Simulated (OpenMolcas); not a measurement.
# Eu³⁺ among point charges: CASSCF levels and susceptibility

Aim: the splitting of the states of Eu³⁺ in the field of 7 point charges, its lowest levels with spin-orbit coupling and its magnetic susceptibility.

Program: OpenMolcas 26.06. Level of theory: state-averaged CASSCF, spin-orbit coupling by RASSI with atomic mean-field integrals. These are calculated values, not measurements, unless marked.

## (1) What is computed

```
Species                           : Eu³⁺ (europium, Z = 63, 60 electrons)
Basis                             : ANO-RCC-VTZP [8s7p5d3f2g1h], 104 functions
Scalar Hamiltonian                : DKH2, point nucleus
Inactive shells                   : 1s 2s 2p 3s 3p 3d 4s 4p 4d 5s 5p
Active space                      : 6 electrons in 7 orbitals (4f)
Some configurations of this space : 4f6
Orbitals                          : optimised for the highest spin of each parity, averaged over all roots
```

Outer shells as boxes (Hund's rule):

4f6
```
4f [↑ ][↑ ][↑ ][↑ ][↑ ][↑ ][  ]
```

The ion sits among 7 point charges of -1 e arranged as a pentagonal bipyramid (D5h), 2.82 Å from the ion, with the axial distance 3.102 Å.

Each step is its own input file, run in one work folder so that later steps find the files of earlier ones. Labels, J, g values, rates, χT and fits are worked out afterwards by a script from the matrices that RASSI stores.

## (2) One- and two-electron integrals

Contents of a.inp:

```
&GATEWAY
Coord
1

Eu 0.0 0.0 0.0
Basis=ANO-RCC-VTZP
Group=NoSym
NoMove
AngMom=0.0 0.0 0.0
AMFI
XField
7 Angstrom 0
2.820000 0.000000 0.000000 -1.000000
0.871428 2.681979 0.000000 -1.000000
-2.281428 1.657554 0.000000 -1.000000
-2.281428 -1.657554 0.000000 -1.000000
0.871428 -2.681979 0.000000 -1.000000
0.000000 0.000000 3.102000 -1.000000
0.000000 0.000000 -3.102000 -1.000000
&SEWARD
```

On the command line:

```console
$ OMP_NUM_THREADS=1 MOLCAS_MEM=2252 MOLCAS_PROJECT=a pymolcas a.inp > a.log
```

## (3) CASSCF: septets, 7 roots

Contents of a.inp:

```
&RASSCF
FileOrb=start.orb
Symmetry=1
Spin=7
nActEl=6 0 0
Inactive=27
Ras2=7
CIRoot=7 7 1
SDav=7
CIMx=300
Iter=120 100
PrWF=0.3
OrbListing=Nothing
MaxOrb=0
>>> COPY $Project.JobIph JOB001
```

start.orb holds the contracted functions of the basis, ordered by shell, or the orbitals of the step before.

## (4) Reference wave functions, quintets, 140 roots

Contents of a.inp:

```
&RASSCF
FileOrb=start.orb
Symmetry=1
Spin=5
nActEl=6 0 0
Inactive=27
Ras2=7
CIRoot=140 140 1
SDav=140
CIMx=300
Iter=120 100
PrWF=0.3
OrbListing=Nothing
MaxOrb=0
CIOnly
>>> COPY $Project.JobIph JOB002
```

## (5) Reference wave functions, triplets, 162 roots

Contents of a.inp:

```
&RASSCF
FileOrb=start.orb
Symmetry=1
Spin=3
nActEl=6 0 0
Inactive=27
Ras2=7
CIRoot=162 162 1
SDav=588
CIMx=300
Iter=120 100
PrWF=0.3
OrbListing=Nothing
MaxOrb=0
CIOnly
>>> COPY $Project.JobIph JOB003
```

## (6) State interaction with spin-orbit coupling

Contents of a.inp:

```
&RASSI
NrOfJobIphs=2 7 77
1 2 3 4 5 6 7
1 2 3 4 5 6 7 8 9 10 11 12 13 14 15 16 17 18 19 20 21 22 23 24 25 26 27
28 29 30 31 32 33 34 35 36 37 38 39 40 41 42 43 44 45 46 47 48 49 50 51
52 53 54 55 56 57 58 59 60 61 62 63 64 65 66 67 68 69 70 71 72 73 74 75
76 77
IphNames
JOB001
JOB002
EJob
SpinOrbit
DIPRint=1.0
SOCoupling=1000.0
Subsets=2
Property=9
'ANGMOM' 1 'ANGMOM' 2 'ANGMOM' 3 'MLTPL  1' 1 'MLTPL  1' 2 'MLTPL  1' 3
'AMFI' 1 'AMFI' 2 'AMFI' 3
SOProperty=3
'ANGMOM' 1 'ANGMOM' 2 'ANGMOM' 3
```

**Question.** What will these runs give? Wanted: spin-free ground state; first state of the same spin within the active space; lowest level; next level.

As calculated:

| quantity | value |
| --- | --- |
| method | CASSCF |
| spin-free ground state | septet, 2-fold in its orbital part |
| first state of the same spin within the active space | septet at 381 cm⁻¹ |
| lowest level | 1-fold |
| next level | 199.2 cm⁻¹ |
| χT at 300 K | 1.38 cm³ K/mol |
| effective moment at 300 K | 3.32 μB |

**Reading.** The spin-free ground state (septet) comes to 100 % from free-ion F terms and keeps the highest spin of the shell. The quintets, triplets rest on orbitals optimised for another spin in at least one step, which raises them against the optimised states. Not all states of the active space went into the spin-orbit step. High states of lower spin are left out of the spin-orbit mixing, and CASSCF puts spin-flip levels too high. This is an electrostatic model: the charges have no orbitals.
